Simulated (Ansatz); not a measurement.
# WHO+ (singlet): the correlation ladder at a displaced geometry (v2), def2-SVP

An exercise on one series of results from a longer session: the logs are not shown, and one member is left open.

The runs use Ansatz 0.2.0, Gaussian basis; def2-SVP, core rule «outside noble gas», up to 5 orbitals frozen.

Plan: UHF; CCSD(T) on RHF; CISD; CCSDT(Q) on RHF.

21 further runs of the same task are left out: 3 for a known fault of the program, 9 that didn't finish, 9 set aside as unsound or not needed. Runs told in other sessions of the task aren't counted.

## The system

The geometry is a PBE0/def2-TZVP stationary point (not a proven minimum) with its atoms shifted at random (size 0.100 Å). No spin-orbit coupling is included. Elements past krypton take def2 core potentials.

3 atoms, charge 1, spin multiplicity 1.

Atoms are counted from 1 here; the program's logs count them from 0.

Bond lengths: W1–O2 1.708 Å, O2–H3 0.985 Å. Angles: W1–O2–H3 169.8°.

Set-up of the first run:

File in.yaml:

```yaml
crystal:
  periodic: [false, false, false]
  atoms:
    - {symbol: W, position_ang: [0.084376, 0.005225, 1.460498]}
    - {symbol: O, position_ang: [-0.080498, 0.013599, -0.239509]}
    - {symbol: H, position_ang: [-0.003878, -0.018825, -1.220989]}
basis:
  gaussian: {orbitals: def2-SVP}
total_charge: 1
magnetization: {spin_polarized: true, initial_magnetization: 0}
hamiltonian: {xc: hf}
output: {orbitals: {seedname: orbitals}}
```

On the command line:

```bash
$ ansatz run in.yaml --threads 1 --pin off --events-out ev --progress --plain --max-ram 2393MiB
```

Among the steps run: UHF; CCSD(T) on RHF; CISD; CCSDT(Q) on RHF.

One of the session's tables, all rows but one given; the rest of the session is left out.

```
   method  from RCCSDT(Q) (kcal/mol)
      RHF                    +207.16
      UHF                    +183.23
     RMP2                     +20.29
    RCCSD                     +12.49
 RCCSD(T)                      +3.35
   RCCSDT                          ?
RCCSDT(Q)                          0
```

**Question.** Estimate the row for RCCSDT.

**Answer.** from RCCSDT(Q) (kcal/mol): +0.86. In the column «from RCCSDT(Q) (kcal/mol)» it lies between RCCSDT(Q) (0) and RCCSD(T) (+3.35).

Not comparable, so not listed: CISD (they don't share determinant, frozen orbitals or solution with the rows shown, or repeat one).

Caveats from the session: The determinant of HF (⟨S²⟩ 1.84) is far from a pure spin state, so its energy mixes those of several spin states; that is harmless only where they are near-degenerate. Warnings: restricted reference is unstable; spin contamination; large T1 diagnostic.
